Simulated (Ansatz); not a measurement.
This script drives Ansatz's Python interface.

The script, `bend_geh4no.py`:
```python
"""Energy of GeH4NO against one bond angle."""

from dataclasses import dataclass

import ansatz
from ase import Atoms


@dataclass(frozen=True)
class Options:
    basis_set: str = "def2-SVP"
    xc: str = "B3LYP"
    fmax: float = 0.02


settings = Options()

atoms = Atoms(["N", "Ge", "O", "H", "H", "H", "H"], positions=[
    (-1.2611, -0.7092, -0.5911),
    (0.0632, 0.2619, 0.2437),
    (1.4225, -0.831, 0.4921),
    (-2.0185, 0.0249, -0.7375),
    (0.5108, 1.4492, -0.6606),
    (-0.4351, 0.8128, 1.6098),
    (1.7794, -1.0766, -0.402),
])

# start the scan from a relaxed geometry
first = ansatz.Crystal.molecule_from_ase(atoms).calculation()
first = first.basis(gaussian=settings.basis_set)
first = first.functional(settings.xc)
first = first.spin("collinear", total=1)
first = first.relax(force_tolerance=settings.fmax, max_steps=80)
atoms.positions = first.run().report["positions_ang"]

rows = []
for angle in [90, 100, 110, 120, 135, 150, 165, 179]:
    bent = atoms.copy()
    bent.set_angle(1, 0, 3, angle, indices=[3])
    job = (
        ansatz.Crystal.molecule_from_ase(bent).calculation()
        .basis(gaussian=settings.basis_set)
        .functional(settings.xc)
        .spin("collinear", total=1)
    )
    rows.append((angle, job.run().report["free_energy_ev"]))
floor = min(e for _, e in rows)
for angle, e in rows:
    print(f"angle Ge1-N0-H3 = {angle:3d} deg   {1000 * (e - floor):9.1f} meV")
```

It is started by `python bend_geh4no.py`. Estimate its wall time and peak memory on 1 thread of Arm Neoverse V1, with other jobs on the host.

It took about 110 s, with a peak of 0.27 GiB, for 9 runs of the engine.

```console
$ python bend_geh4no.py
angle Ge1-N0-H3 =  90 deg       179.1 meV
angle Ge1-N0-H3 = 100 deg        39.2 meV
angle Ge1-N0-H3 = 110 deg         0.0 meV
angle Ge1-N0-H3 = 120 deg        37.3 meV
angle Ge1-N0-H3 = 135 deg       188.2 meV
angle Ge1-N0-H3 = 150 deg       385.6 meV
angle Ge1-N0-H3 = 165 deg       554.3 meV
angle Ge1-N0-H3 = 179 deg       632.0 meV
```

Notes:
- The scan is rigid, and the energies are electronic, in a modest basis. The zero is the lowest point of the grid, which needn't be the minimum.
- The species is open-shell (spin multiplicity 2).
- b3lyp holds the VWN-RPA fit, as in Gaussian; the form of ORCA and Turbomole is b3lyp5.
